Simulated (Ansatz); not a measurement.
# Ga₂H₄F₂: up Jacob's ladder to CCSD(T)

An exercise on one series of results from a longer session: the logs are not shown, and one member is left open.

The runs use Ansatz 0.2.0, Gaussian basis; functionals in def2-TZVPP, the program's frozen cores in correlated methods.

Plan: LDA (SPW92), PBE-D4, revPBE-D4, BLYP-D4, r2SCAN-D4, B97M-V, PBE0-D4, B3LYP-D4, r2SCANh-D4, r2SCAN0-D4, HSE06-D4, BHLYP-D4, CAM-B3LYP-D4, LC-ωPBE, ωB97X-V, ωB97M-V, B2PLYP, PBE-QIDH; CCSD(T)/def2-SVP; CCSD(T)/def2-TZVPP; MP2/def2-QZVPP; extrapolation to the limit; RPA on PBE.

### Structure used throughout

The geometry comes from an earlier relaxation with PBE0-D4 in a triple-zeta def2 set; it is a stationary point, not always the lowest conformer.

SMILES `[F+]1[GaH2-][F+][GaH2-]1`, 8 atoms, charge 0, spin multiplicity 1.

Atoms are counted from 1 here; the program's logs count them from 0.

Bond lengths: F1–Ga2 1.943 Å, F1–Ga4 1.943 Å, Ga2–F3 1.943 Å, Ga2–H5 1.552 Å, Ga2–H6 1.552 Å, F3–Ga4 1.943 Å, Ga4–H7 1.552 Å, Ga4–H8 1.552 Å. Angles: Ga2–F1–Ga4 100.6°, F1–Ga2–F3 79.4°, F1–Ga2–H5 107.1°, F1–Ga2–H6 107.1°, F3–Ga2–H5 107.1°, F3–Ga2–H6 107.1°, H5–Ga2–H6 135.0°, Ga2–F3–Ga4 100.6°, F1–Ga4–F3 79.4°, F1–Ga4–H7 107.1°, F1–Ga4–H8 107.1°, F3–Ga4–H7 107.1°, F3–Ga4–H8 107.1°, H7–Ga4–H8 135.0°.

Set-up of the first run:

The input, in.yaml:

```yaml
crystal:
  periodic: [false, false, false]
  atoms:
    - {symbol: F, position_ang: [-0.773112, 0.049145, 0.969968]}
    - {symbol: Ga, position_ang: [0.083905, 1.492329, -0.008614]}
    - {symbol: F, position_ang: [0.773273, -0.049150, -0.969857]}
    - {symbol: Ga, position_ang: [-0.083903, -1.492333, 0.008605]}
    - {symbol: H, position_ang: [-1.001383, 2.143504, -0.906898]}
    - {symbol: H, position_ang: [1.235977, 2.028259, 0.882623]}
    - {symbol: H, position_ang: [1.001351, -2.143730, 0.906765]}
    - {symbol: H, position_ang: [-1.236107, -2.028025, -0.882601]}
basis:
  gaussian: {orbitals: def2-TZVPP}
hamiltonian: {xc: lda}
output: {orbitals: {seedname: orbitals}}
```

Launch:

```bash
$ ansatz run in.yaml --threads 4 --pin off --events-out ev --progress --plain --max-ram 10444MiB
```

Steps of the session up to this table: LDA; PBE-D4 (GGA); revPBE-D4 (GGA); BLYP-D4 (GGA); r2SCAN-D4 (meta-GGA); B97M-V (meta-GGA); B3LYP-D4 (hybrid); r2SCANh-D4 (hybrid); r2SCAN0-D4 (hybrid); HSE06-D4 (hybrid); BHLYP-D4 (hybrid); CAM-B3LYP-D4 (range-separated); LC-ωPBE (range-separated); ωB97X-V (range-separated); ωB97M-V (range-separated); B2PLYP (double hybrid); PBE-QIDH (double hybrid).

One of the session's tables, all rows but one given; the rest of the session is left out.

| functional | HOMO (eV) | gap (eV) |
| --- | --- | --- |
| LDA (SPW92) | -7.48 | 5.58 |
| PBE-D4 | -7.42 | 5.80 |
| revPBE-D4 | -7.38 | 5.90 |
| BLYP-D4 | -7.35 | 5.79 |
| r2SCAN-D4 | -7.78 | 6.56 |
| B97M-V | -7.90 | 6.37 |
| PBE0-D4 | -8.77 | 7.98 |
| B3LYP-D4 | -8.58 | 7.51 |
| r2SCANh-D4 | -8.27 | 7.32 |
| r2SCAN0-D4 | -9.00 | 8.46 |
| HSE06-D4 | -8.36 | 7.21 |
| BHLYP-D4 | ? | ? |
| CAM-B3LYP-D4 | -10.19 | 10.25 |
| LC-ωPBE | -11.54 | 12.83 |
| ωB97X-V | -11.20 | 12.33 |
| ωB97M-V | -11.01 | 11.85 |

**Question.** Estimate the row for BHLYP-D4.

Worked estimate for «HOMO (eV)». Against the share of exact exchange, BLYP-D4 (0, -7.35), B3LYP-D4 (0.2, -8.58) give a slope of -6.15 per unit share; at 0.5 the line stands at -10.42.

As computed: HOMO (eV): -10.05; gap (eV): 10.00. In «HOMO (eV)» the line misses by -0.37.
